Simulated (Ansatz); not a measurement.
Crystal: MnCuAs.

```
CELL_PARAMETERS angstrom
3.69949 0.00000 0.00000
0.00000 3.69949 0.00000
0.00000 0.00000 6.40842
ATOMIC_POSITIONS crystal
As 0.50000 0.00000 0.22375
As 0.00000 0.50000 0.77625
Cu 0.50000 0.50000 0.50000
Cu 0.00000 0.00000 0.50000
Mn 0.50000 0.00000 0.83598
Mn 0.00000 0.50000 0.16402
```

The cell is a database's computed one.

Alike in all runs: program Ansatz 0.2.0; functional PBE; potentials or basis Ansatz PAW; cutoff 420 eV (not typed: the program's choice for these potentials); k mesh 7 × 7 × 4; occupations fermi-dirac, width 0.05 eV.

Starts and where they ended:

```tsv
start	free energy over the lowest (meV/atom)	net moment (μB)	site or absolute moments (μB)	gap
collinear spin, random start of up to 2.98 μB	0.0	0.00	As +0.01, -0.01; Cu +0.00; Mn +3.38, -3.38	none (metal or under the smearing width)
collinear spin, ferromagnetic start of up to 4 μB	51.1	7.15	As -0.03; Cu +0.04; Mn +3.38	none (metal or under the smearing width)
collinear spin, antiferromagnetic start of up to 4 μB	0.0	0.00	As +0.01, -0.01; Cu +0.00, -0.00; Mn +3.38, -3.38	none (metal or under the smearing width)
no spin polarisation	363.1	-	-	none (metal or under the smearing width)
collinear spin, ferrimagnetic start of up to 4 μB	0.0	0.00	As +0.01, -0.01; Cu +0.00; Mn +3.38, -3.38	none (metal or under the smearing width)
```

The spin-polarised runs without a constraint all converged, yet they end up to 51 meV/atom apart: a converged run can sit in a state that isn't the lowest. Allowing spin polarisation gains 363 meV/atom. A still lower state may exist.

Caveats: the starting moments weren't kept (some runs); the magnetic or orbital state may not be the lowest (some runs).
